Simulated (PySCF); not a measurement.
# Silicon: the same states on changed settings

Aim: see what changed settings do to total energies and their difference. The change: no relativity, point nucleus, unsound on purpose. A sound run of the same states serves as the yardstick.

Program: PySCF 2.14.0. Level of theory: unrestricted determinants in a Gaussian basis, no spin-orbit coupling in the energies. These are calculated values, not measurements, unless marked.

6 further runs of the same task are left out: 6 that didn't finish.

## Step 1: The system

* Element: silicon (Z = 14)
* Basis: jorge-DZP-DKH
* Hamiltonian: the non-relativistic Hamiltonian (point nucleus)
* State 1: Si: [Ne] 3s2 3p2, high-spin 3P determinant
* State 2: Si⁺: [Ne] 3s2 3p1, 2P determinant
* Methods: UHF, MN15, PBE, MP2, CCSD(T)
* Core shells frozen in the correlated runs: valence: [Ne] (for Si)

The outer shells:

Si [Ne] 3s2 3p2
```
[Ne] core
3s [↑↓]
3p [↑ ][↑ ][  ]
```

Si+ [Ne] 3s2 3p1
```
[Ne] core
3s [↑↓]
3p [↑ ][  ][  ]
```

The sound run (jorge-DZP-DKH, the spin-free X2C one-electron Hamiltonian (Gaussian nucleus), symmetry-adapted start, fine grid, valence correlation) gave:

```
species             method  energy (hartree)
     Si                UHF        -289.44986
     Si               MN15        -289.98846
     Si                PBE        -289.83037
     Si      MP2 (valence)        -289.49563
     Si  CCSD(T) (valence)        -289.51556
    Si⁺                UHF        -289.16977
    Si⁺               MN15        -289.69224
    Si⁺                PBE        -289.53008
    Si⁺      MP2 (valence)        -289.20512
    Si⁺  CCSD(T) (valence)        -289.22392
```

The runs were made by one driver on top of PySCF. The scripts below sum up each run's settings (the driver also hands on starting orbitals that pick excited configurations, and frozen orbitals as a list rather than a count), and the logs come from the driver's own runs. The driver starts from symmetry-adapted Hartree-Fock orbitals, holds the occupation by maximum overlap and uses a logarithmic radial grid for functionals, so a plain start would take other cycles.

It was started by

```console
OMP_NUM_THREADS=1 python atomrun2.py TASK.json OUT
```

The integrals over 24 functions and the set-up took 0.01 s of CPU time.

## Step 2: Changed run, Si

**UHF**

input.py

```python
from pyscf import gto, scf, dft, mp, cc
import basis_set_exchange as bse
mol = gto.M(atom="Si 0 0 0", charge=0, spin=2, symmetry="D2h",
            basis=gto.basis.parse(bse.get_basis("jorge-DZP-DKH", elements=["Si"], fmt="nwchem", header=False)))
mf = scf.UHF(mol)
mf.irrep_nelec = {'Ag': (3, 3), 'B1u': (2, 1), 'B2u': (2, 1), 'B3u': (1, 1)}
mf.kernel()
```

Standard output:

```text
damping factor = 0
level_shift factor = 0
DIIS = <class 'pyscf.scf.diis.CDIIS'>
diis_start_cycle = 1
diis_space = 10
diis_damp = 0
SCF conv_tol = 1e-09
SCF conv_tol_grad = None
number electrons alpha = 8  beta = 6
cycle= 1 E= -288.767339802096  delta_E= -0.00308  |g|= 0.0193  |ddm|= 0.0602
cycle= 2 E= -288.767812410164  delta_E= -0.000473  |g|= 0.00763  |ddm|= 0.024
cycle= 3 E= -288.7679011592  delta_E= -8.87e-05  |g|= 0.000317  |ddm|= 0.016
cycle= 4 E= -288.767901354321  delta_E= -1.95e-07  |g|= 9.02e-05  |ddm|= 0.00156
cycle= 5 E= -288.767901369333  delta_E= -1.5e-08  |g|= 2.46e-05  |ddm|= 0.000522
cycle= 6 E= -288.767901370409  delta_E= -1.08e-09  |g|= 2.53e-06  |ddm|= 0.000169
cycle= 7 E= -288.767901370419  delta_E= -1.02e-11  |g|= 2.66e-07  |ddm|= 1.7e-05
converged SCF energy = -288.767901370419  <S^2> = 2.0108914  2S+1 = 3.0072522
```

It took 0.11 s on 1 thread of Neoverse-N1, shared host, the integrals not counted.

Orbital energies by shell (radii are means over both spins):

```
shell  electrons  mean orbital energy (eV)  spread (eV)  rms radius (bohr)
 1s α          1                   -1871.5            0              0.129
 1s β          1                   -1871.2            0              0.129
 2s α          1                   -167.42            0              0.615
 2s β          1                   -167.11            0              0.615
 2p α          3                   -115.99        0.300              0.600
 2p β          3                   -115.41        0.363              0.600
 3s α          1                   -16.774            0               2.38
 3s β          1                   -12.509            0               2.38
 3p α          2                    -8.138            0               2.95
```

⟨S²⟩ = 2.011, ⟨L²⟩ = 2.03.

**MN15**

input.py, as changed from the run before:

```diff
@@ -4,3 +4,3 @@
             basis=gto.basis.parse(bse.get_basis("jorge-DZP-DKH", elements=["Si"], fmt="nwchem", header=False)))
-mf = scf.UHF(mol)
+mf = dft.UKS(mol, xc="MN15")
 mf.irrep_nelec = {'Ag': (3, 3), 'B1u': (2, 1), 'B2u': (2, 1), 'B3u': (1, 1)}
```

Standard output:

```text
damping factor = 0
level_shift factor = 0
DIIS = <class 'pyscf.scf.diis.CDIIS'>
diis_start_cycle = 1
diis_space = 10
diis_damp = 0
SCF conv_tol = 1e-09
SCF conv_tol_grad = None
number electrons alpha = 8  beta = 6
XC functionals = MN15
    H. S. Yu, X. He, S. L. Li, and D. G. Truhlar.,  Chem. Sci. 7, 5032-5051 (2016)
    H. S. Yu, X. He, S. L. Li, and D. G. Truhlar.,  Chem. Sci. 7, 5032-5051 (2016)
cycle= 1 E= -289.264735905528  delta_E= -0.0557  |g|= 0.362  |ddm|= 0.141
cycle= 2 E= -289.2651283647  delta_E= -0.000392  |g|= 0.0337  |ddm|= 0.0299
cycle= 3 E= -289.265143800159  delta_E= -1.54e-05  |g|= 0.00327  |ddm|= 0.00553
cycle= 4 E= -289.265145293917  delta_E= -1.49e-06  |g|= 0.000354  |ddm|= 0.0017
cycle= 5 E= -289.265145414675  delta_E= -1.21e-07  |g|= 6.77e-05  |ddm|= 0.000665
cycle= 6 E= -289.265145421537  delta_E= -6.86e-09  |g|= 8.26e-06  |ddm|= 0.000157
cycle= 7 E= -289.265145421568  delta_E= -3.11e-11  |g|= 6.34e-07  |ddm|= 1.58e-05
converged SCF energy = -289.265145421568  <S^2> = 2.0013325  2S+1 = 3.0008882
```

Time after the integrals: 0.42 s (1 thread of Neoverse-N1, shared host).

**PBE**

input.py, as changed from the run before:

```diff
@@ -4,3 +4,3 @@
             basis=gto.basis.parse(bse.get_basis("jorge-DZP-DKH", elements=["Si"], fmt="nwchem", header=False)))
-mf = dft.UKS(mol, xc="MN15")
+mf = dft.UKS(mol, xc="PBE")
 mf.irrep_nelec = {'Ag': (3, 3), 'B1u': (2, 1), 'B2u': (2, 1), 'B3u': (1, 1)}
```

Standard output:

```text
damping factor = 0
level_shift factor = 0
DIIS = <class 'pyscf.scf.diis.CDIIS'>
diis_start_cycle = 1
diis_space = 10
diis_damp = 0
SCF conv_tol = 1e-09
SCF conv_tol_grad = None
number electrons alpha = 8  beta = 6
XC functionals = PBE
    J. P. Perdew, K. Burke, and M. Ernzerhof.,  Phys. Rev. Lett. 77, 3865 (1996)
    J. P. Perdew, K. Burke, and M. Ernzerhof.,  Phys. Rev. Lett. 78, 1396 (1997)
    J. P. Perdew, K. Burke, and M. Ernzerhof.,  Phys. Rev. Lett. 77, 3865 (1996)
    J. P. Perdew, K. Burke, and M. Ernzerhof.,  Phys. Rev. Lett. 78, 1396 (1997)
cycle= 1 E= -289.142531316795  delta_E= -0.0061  |g|= 0.0295  |ddm|= 0.142
cycle= 2 E= -289.14267850383  delta_E= -0.000147  |g|= 0.00936  |ddm|= 0.0388
cycle= 3 E= -289.142691996217  delta_E= -1.35e-05  |g|= 0.000475  |ddm|= 0.00797
cycle= 4 E= -289.142692182963  delta_E= -1.87e-07  |g|= 0.000156  |ddm|= 0.000921
cycle= 5 E= -289.142692194856  delta_E= -1.19e-08  |g|= 2.77e-05  |ddm|= 0.000427
cycle= 6 E= -289.142692195359  delta_E= -5.03e-10  |g|= 2.57e-07  |ddm|= 7.3e-05
converged SCF energy = -289.142692195359  <S^2> = 2.0031699  2S+1 = 3.0021126
```

Time after the integrals: 0.2 s (1 thread of Neoverse-N1, shared host).

**MP2 (valence)**

input.py, as changed from the run before:

```diff
@@ -4,4 +4,5 @@
             basis=gto.basis.parse(bse.get_basis("jorge-DZP-DKH", elements=["Si"], fmt="nwchem", header=False)))
-mf = dft.UKS(mol, xc="PBE")
+mf = scf.UHF(mol)
 mf.irrep_nelec = {'Ag': (3, 3), 'B1u': (2, 1), 'B2u': (2, 1), 'B3u': (1, 1)}
 mf.kernel()
+mp.UMP2(mf, frozen=5).kernel()
```

This step left no log, only its results.

It took 0.01 s on 1 thread of Neoverse-N1, shared host, the integrals not counted.

With 4 electrons correlated, the MP2 correlation energy is -0.04580 hartree (-0.00777 same spin, -0.03803 opposite spin); the SCS form gives -0.04823. Largest pairs of shells: 3s-3p -0.0269, 3s-3s -0.0143, 3p-3p -0.0046.

**CCSD(T) (valence)**

input.py, as changed from the run before:

```diff
@@ -7,2 +7,3 @@
 mf.kernel()
-mp.UMP2(mf, frozen=5).kernel()
+mycc = cc.CCSD(mf, frozen=5).run()
+mycc.ccsd_t()
```

Standard output:

```text
CC2 = 0
CCSD nocc = (np.int64(3), np.int64(1)), nmo = (19, 19)
frozen orbitals [[0, 1, 2, 3, 4], [0, 1, 2, 3, 4]]
max_cycle = 100
direct = 0
conv_tol = 1e-08
conv_tol_normt = 1e-06
diis_space = 8
diis_start_cycle = 0
Init t2, MP2 energy = -0.0458017834988318
Init E_corr(UCCSD) = -0.0458017834988866
cycle = 1  E_corr(UCCSD) = -0.0586589064877219  dE = -0.012857123  norm(t1,t2) = 0.0553542
cycle = 2  E_corr(UCCSD) = -0.0624732720590109  dE = -0.00381436557  norm(t1,t2) = 0.0213619
cycle = 3  E_corr(UCCSD) = -0.0647280154131362  dE = -0.00225474335  norm(t1,t2) = 0.00983407
cycle = 4  E_corr(UCCSD) = -0.0647207753765531  dE = 7.24003658e-06  norm(t1,t2) = 0.00190234
cycle = 5  E_corr(UCCSD) = -0.0647444374797991  dE = -2.36621032e-05  norm(t1,t2) = 0.000313501
cycle = 6  E_corr(UCCSD) = -0.0647365173120447  dE = 7.92016775e-06  norm(t1,t2) = 4.34237e-05
cycle = 7  E_corr(UCCSD) = -0.0647398805729753  dE = -3.36326093e-06  norm(t1,t2) = 1.04368e-05
cycle = 8  E_corr(UCCSD) = -0.0647390324845884  dE = 8.48088387e-07  norm(t1,t2) = 2.90396e-06
cycle = 9  E_corr(UCCSD) = -0.064739094964863  dE = -6.24802745e-08  norm(t1,t2) = 3.91814e-07
cycle = 10  E_corr(UCCSD) = -0.0647390983746707  dE = -3.40980773e-09  norm(t1,t2) = 7.07366e-08
UCCSD converged
E(UCCSD) = -288.8326404687939  E_corr = -0.06473909837467069
UCCSD(T) correction = -0.0010650013556741
```

Time after the integrals: 0.2 s (1 thread of Neoverse-N1, shared host).

CCSD correlation -0.06474 hartree, triples -0.00107; total -288.833705. T1 = 0.010, largest double amplitude 0.106.

## Step 3: Changed run, Si⁺, method by method

**UHF**

input.py

```python
from pyscf import gto, scf, dft, mp, cc
import basis_set_exchange as bse
mol = gto.M(atom="Si 0 0 0", charge=1, spin=1, symmetry="D2h",
            basis=gto.basis.parse(bse.get_basis("jorge-DZP-DKH", elements=["Si"], fmt="nwchem", header=False)))
mf = scf.UHF(mol)
mf.irrep_nelec = {'Ag': (3, 3), 'B1u': (1, 1), 'B2u': (2, 1), 'B3u': (1, 1)}
mf.kernel()
```

Standard output:

```text
damping factor = 0
level_shift factor = 0
DIIS = <class 'pyscf.scf.diis.CDIIS'>
diis_start_cycle = 1
diis_space = 10
diis_damp = 0
SCF conv_tol = 1e-09
SCF conv_tol_grad = None
number electrons alpha = 7  beta = 6
cycle= 1 E= -288.486672806651  delta_E= -0.00359  |g|= 0.0211  |ddm|= 0.0695
cycle= 2 E= -288.487234063769  delta_E= -0.000561  |g|= 0.00845  |ddm|= 0.0278
cycle= 3 E= -288.487342514192  delta_E= -0.000108  |g|= 0.000396  |ddm|= 0.019
cycle= 4 E= -288.487342818873  delta_E= -3.05e-07  |g|= 7.34e-05  |ddm|= 0.00183
cycle= 5 E= -288.487342826874  delta_E= -8e-09  |g|= 1.6e-05  |ddm|= 0.000394
cycle= 6 E= -288.487342827153  delta_E= -2.79e-10  |g|= 2.54e-06  |ddm|= 8.27e-05
converged SCF energy = -288.487342827153  <S^2> = 0.76259731  2S+1 = 2.0125579
```

It took 0.1 s on 1 thread of Neoverse-N1, shared host, the integrals not counted.

The occupied shells:

```
shell  electrons  mean orbital energy (eV)  spread (eV)  rms radius (bohr)
 1s α          1                   -1881.4            0              0.129
 1s β          1                   -1881.2            0              0.129
 2s α          1                   -177.15            0              0.615
 2s β          1                   -176.95            0              0.615
 2p α          3                   -125.60        0.383              0.600
 2p β          3                   -125.23        0.450              0.600
 3s α          1                   -24.050            0               2.25
 3s β          1                   -21.660            0               2.25
 3p α          1                   -16.152            0               2.69
```

⟨S²⟩ = 0.763, ⟨L²⟩ = 2.04.

**MN15**

input.py, as changed from the run before:

```diff
@@ -4,3 +4,3 @@
             basis=gto.basis.parse(bse.get_basis("jorge-DZP-DKH", elements=["Si"], fmt="nwchem", header=False)))
-mf = scf.UHF(mol)
+mf = dft.UKS(mol, xc="MN15")
 mf.irrep_nelec = {'Ag': (3, 3), 'B1u': (1, 1), 'B2u': (2, 1), 'B3u': (1, 1)}
```

Standard output:

```text
damping factor = 0
level_shift factor = 0
DIIS = <class 'pyscf.scf.diis.CDIIS'>
diis_start_cycle = 1
diis_space = 10
diis_damp = 0
SCF conv_tol = 1e-09
SCF conv_tol_grad = None
number electrons alpha = 7  beta = 6
XC functionals = MN15
    H. S. Yu, X. He, S. L. Li, and D. G. Truhlar.,  Chem. Sci. 7, 5032-5051 (2016)
    H. S. Yu, X. He, S. L. Li, and D. G. Truhlar.,  Chem. Sci. 7, 5032-5051 (2016)
cycle= 1 E= -288.967994642273  delta_E= -0.055  |g|= 0.363  |ddm|= 0.123
cycle= 2 E= -288.96837325031  delta_E= -0.000379  |g|= 0.035  |ddm|= 0.0175
cycle= 3 E= -288.968396340886  delta_E= -2.31e-05  |g|= 0.00458  |ddm|= 0.00848
cycle= 4 E= -288.968398717808  delta_E= -2.38e-06  |g|= 0.00027  |ddm|= 0.00196
cycle= 5 E= -288.968398803724  delta_E= -8.59e-08  |g|= 5.79e-05  |ddm|= 0.000467
cycle= 6 E= -288.968398808002  delta_E= -4.28e-09  |g|= 8.22e-07  |ddm|= 0.000129
cycle= 7 E= -288.968398808002  delta_E= -2.27e-13  |g|= 6.35e-08  |ddm|= 2.23e-06
converged SCF energy = -288.968398808002  <S^2> = 0.75095532  2S+1 = 2.0009551
```

It took 0.4 s on 1 thread of Neoverse-N1, shared host, the integrals not counted.

**PBE**

input.py, as changed from the run before:

```diff
@@ -4,3 +4,3 @@
             basis=gto.basis.parse(bse.get_basis("jorge-DZP-DKH", elements=["Si"], fmt="nwchem", header=False)))
-mf = dft.UKS(mol, xc="MN15")
+mf = dft.UKS(mol, xc="PBE")
 mf.irrep_nelec = {'Ag': (3, 3), 'B1u': (1, 1), 'B2u': (2, 1), 'B3u': (1, 1)}
```

Standard output:

```text
damping factor = 0
level_shift factor = 0
DIIS = <class 'pyscf.scf.diis.CDIIS'>
diis_start_cycle = 1
diis_space = 10
diis_damp = 0
SCF conv_tol = 1e-09
SCF conv_tol_grad = None
number electrons alpha = 7  beta = 6
XC functionals = PBE
    J. P. Perdew, K. Burke, and M. Ernzerhof.,  Phys. Rev. Lett. 77, 3865 (1996)
    J. P. Perdew, K. Burke, and M. Ernzerhof.,  Phys. Rev. Lett. 78, 1396 (1997)
    J. P. Perdew, K. Burke, and M. Ernzerhof.,  Phys. Rev. Lett. 77, 3865 (1996)
    J. P. Perdew, K. Burke, and M. Ernzerhof.,  Phys. Rev. Lett. 78, 1396 (1997)
cycle= 1 E= -288.841809049041  delta_E= -0.00588  |g|= 0.0309  |ddm|= 0.136
cycle= 2 E= -288.841920657739  delta_E= -0.000112  |g|= 0.0122  |ddm|= 0.0195
cycle= 3 E= -288.841936564576  delta_E= -1.59e-05  |g|= 0.000809  |ddm|= 0.00466
cycle= 4 E= -288.841936855012  delta_E= -2.9e-07  |g|= 0.000139  |ddm|= 0.00156
cycle= 5 E= -288.841936865404  delta_E= -1.04e-08  |g|= 7.18e-06  |ddm|= 0.000362
cycle= 6 E= -288.841936865439  delta_E= -3.56e-11  |g|= 6.62e-08  |ddm|= 2.12e-05
converged SCF energy = -288.841936865439  <S^2> = 0.75376205  2S+1 = 2.0037585
```

It took 0.2 s on 1 thread of Neoverse-N1, shared host, the integrals not counted.

**MP2 (valence)**

input.py, as changed from the run before:

```diff
@@ -4,4 +4,5 @@
             basis=gto.basis.parse(bse.get_basis("jorge-DZP-DKH", elements=["Si"], fmt="nwchem", header=False)))
-mf = dft.UKS(mol, xc="PBE")
+mf = scf.UHF(mol)
 mf.irrep_nelec = {'Ag': (3, 3), 'B1u': (1, 1), 'B2u': (2, 1), 'B3u': (1, 1)}
 mf.kernel()
+mp.UMP2(mf, frozen=5).kernel()
```

The driver printed no log here.

Time after the integrals: 0.01 s (1 thread of Neoverse-N1, shared host).

With 3 electrons correlated, the MP2 correlation energy is -0.03539 hartree (-0.00229 same spin, -0.03311 opposite spin); the SCS form gives -0.04049. Largest pairs of shells: 3s-3s -0.0205, 3s-3p -0.0148, 3p-3p 0.0000.

**CCSD(T) (valence)**

input.py, as changed from the run before:

```diff
@@ -7,2 +7,3 @@
 mf.kernel()
-mp.UMP2(mf, frozen=5).kernel()
+mycc = cc.CCSD(mf, frozen=5).run()
+mycc.ccsd_t()
```

Standard output:

```text
CC2 = 0
CCSD nocc = (np.int64(2), np.int64(1)), nmo = (19, 19)
frozen orbitals [[0, 1, 2, 3, 4], [0, 1, 2, 3, 4]]
max_cycle = 100
direct = 0
conv_tol = 1e-08
conv_tol_normt = 1e-06
diis_space = 8
diis_start_cycle = 0
Init t2, MP2 energy = -0.0353934919057615
Init E_corr(UCCSD) = -0.0353934919118585
cycle = 1  E_corr(UCCSD) = -0.0467475089234076  dE = -0.011354017  norm(t1,t2) = 0.0565187
cycle = 2  E_corr(UCCSD) = -0.0507667345068609  dE = -0.00401922558  norm(t1,t2) = 0.0240643
cycle = 3  E_corr(UCCSD) = -0.0536155733005306  dE = -0.00284883879  norm(t1,t2) = 0.0111865
cycle = 4  E_corr(UCCSD) = -0.0535966669129863  dE = 1.89063875e-05  norm(t1,t2) = 0.00144555
cycle = 5  E_corr(UCCSD) = -0.053621072311256  dE = -2.44053983e-05  norm(t1,t2) = 0.00017202
cycle = 6  E_corr(UCCSD) = -0.0536125753188014  dE = 8.49699245e-06  norm(t1,t2) = 3.12055e-05
cycle = 7  E_corr(UCCSD) = -0.0536163296226865  dE = -3.75430389e-06  norm(t1,t2) = 1.09568e-05
cycle = 8  E_corr(UCCSD) = -0.0536154242950928  dE = 9.05327594e-07  norm(t1,t2) = 3.1419e-06
cycle = 9  E_corr(UCCSD) = -0.05361546148719  dE = -3.71920972e-08  norm(t1,t2) = 2.38199e-07
cycle = 10  E_corr(UCCSD) = -0.0536154616460007  dE = -1.58810659e-10  norm(t1,t2) = 4.13424e-08
UCCSD converged
E(UCCSD) = -288.5409582887992  E_corr = -0.05361546164600069
UCCSD(T) correction = -0.000680868306369298
```

Time after the integrals: 0.21 s (1 thread of Neoverse-N1, shared host).

CCSD correlation -0.05362 hartree, triples -0.00068; total -288.541639. T1 = 0.012, largest double amplitude 0.109.

## Step 4: Against the sound run

```
species             method  converged  energy less sound run (eV)
     Si                UHF        yes                    +18.5569
     Si               MN15        yes                    +19.6825
     Si                PBE        yes                    +18.7125
     Si      MP2 (valence)        yes                    +18.5563
     Si  CCSD(T) (valence)        yes                    +18.5543
    Si⁺                UHF        yes                    +18.5699
    Si⁺               MN15        yes                    +19.6968
    Si⁺                PBE        yes                    +18.7252
    Si⁺      MP2 (valence)        yes                    +18.5687
    Si⁺  CCSD(T) (valence)        yes                    +18.5659
```

Ionisation energy of Si:

```
 method  sound run (eV)  changed run (eV)  shift (eV)
    UHF           7.621             7.634      +0.013
   MN15           8.061             8.075      +0.014
    PBE           8.171             8.184      +0.013
    MP2           7.905             7.918      +0.012
SCS-MP2           7.832             7.845      +0.012
   CCSD           7.925             7.937      +0.012
CCSD(T)           7.936             7.948      +0.012
```

## Step 5: Results

```
                                 quantity                         value
                                   change  no relativity, point nucleus
                           runs converged                      10 of 10
largest shift of a converged total energy                       19.7 eV
   largest shift of the ionisation energy              +0.014 eV (MN15)
```

**Reading.** The ionisation energy moves by up to 0.01 eV, at MN15. Most of the change in total energy is the relativistic energy itself. On top of that the contraction fixes the core shape for the Hamiltonian it was made with, so the changed run is not a good calculation with the other Hamiltonian either. The setting is unsound on purpose, so these numbers are no properties of the atom.
